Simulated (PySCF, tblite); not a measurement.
# C7H8FNSi: geometry, infrared bands and NMR shifts

What infrared bands and NMR shifts should C7H8FNSi (`C#CC[Si@]1(F)C[C@@H](C#N)C1`) show?

The runs use tblite 0.8.0 and PySCF 2.14.0, with density-fitted response routines of our own; the level of theory stands in each step. All values are computed, except where a source is named. Atoms are numbered from 0 throughout.

## Step 1: Starting geometry

18 atoms, charge 0, multiplicity 1; geometry from: force field or distance geometry start.

Bonds of the start (Å): C0–C1 1.19, C1–C2 1.48, C2–Si3 1.82, Si3–F4 1.61, Si3–C5 1.86, C5–C6 1.58, C6–C7 1.45, C7–N8 1.16, C6–C9 1.58, C9–Si3 1.86, C0–H10 1.06, C2–H11 1.09, C2–H12 1.10, C5–H13 1.09, C5–H14 1.09, C6–H15 1.09, C9–H16 1.10, C9–H17 1.09.

## Step 2: Relaxing the molecule with GFN2-xTB

Job settings and geometry (Å):

```
{"job": {"kind": "relax", "xc": "GFN2-xTB", "basis": "xTB"}, "charge": 0, "multiplicity": 1}
C      2.628600     1.160000    -1.143500
C      2.264800     0.216400    -0.507600
C      1.876100    -0.966500     0.297100
Si     0.094200    -1.105000     0.662600
F     -0.287100    -2.399600     1.535100
C     -1.103100    -0.787700    -0.725700
C     -1.201600     0.714600    -0.252700
C     -2.519800     1.302500    -0.394700
N     -3.575300     1.763100    -0.518200
C     -0.786300     0.428100     1.247200
H      2.937800     2.002200    -1.716300
H      2.196300    -1.864700    -0.237600
H      2.431300    -0.950600     1.240900
H     -2.020900    -1.364100    -0.634200
H     -0.709100    -0.908700    -1.733400
H     -0.464800     1.348100    -0.748800
H     -0.153800     1.207000     1.696000
H     -1.615900     0.211100     1.922100
```

The run is started by

```
$ OMP_NUM_THREADS=1 python probes_run.py task.json out
```

This one command runs all jobs of the session in turn.

**Question.** This job is followed by: GFN2-xTB harmonic vibrations, gas phase; GIAO PBE0/pcSseg-1 NMR shielding, non-relativistic, gas phase. Predict these results of the whole session: strongest single infrared mode (GFN2-xTB); zero-point energy (GFN2-xTB); 13C shifts against TMS (PBE0/pcSseg-1, means over atoms taken as alike); 1H shifts against TMS (PBE0/pcSseg-1, means over atoms taken as alike); 29Si shifts against TMS (PBE0/pcSseg-1); 19F shifts against CFCl3 (PBE0/pcSseg-1); 15N shifts against NH3 (PBE0/pcSseg-1).

The runs gave:

| quantity | value |
| --- | --- |
| strongest single infrared mode (GFN2-xTB) | 2403 cm⁻¹, 226 km/mol |
| zero-point energy (GFN2-xTB) | 81.0 kcal/mol |
| 13C shifts against TMS (PBE0/pcSseg-1, means over atoms taken as alike) | 128.1, 81.2, 75.1, 32.9, 14.5, 7.8 ppm |
| 1H shifts against TMS (PBE0/pcSseg-1, means over atoms taken as alike) | 2.61, 2.45, 2.40, 2.10, 1.32 ppm |
| 29Si shifts against TMS (PBE0/pcSseg-1) | 27.8 ppm |
| 19F shifts against CFCl3 (PBE0/pcSseg-1) | -159.2 ppm |
| 15N shifts against NH3 (PBE0/pcSseg-1) | 295.9 ppm |

**Reading.** Over 82 steps the energy fell by 0.349 eV; of the close pairs, C2–Si3 changed most, 1.824 to 1.900 Å. All 48 modes are real, so the xTB geometry is a minimum. The strongest single mode, at 2403 cm⁻¹, moves mainly C7 and N8. GFN2-xTB is a fitted tight-binding method: band positions and strengths are rough. Its intensities can rank the bands wrongly. At PBE0/pcSseg-1: The largest span, 467 ppm, is at N8, where the paramagnetic term is -368 ppm.
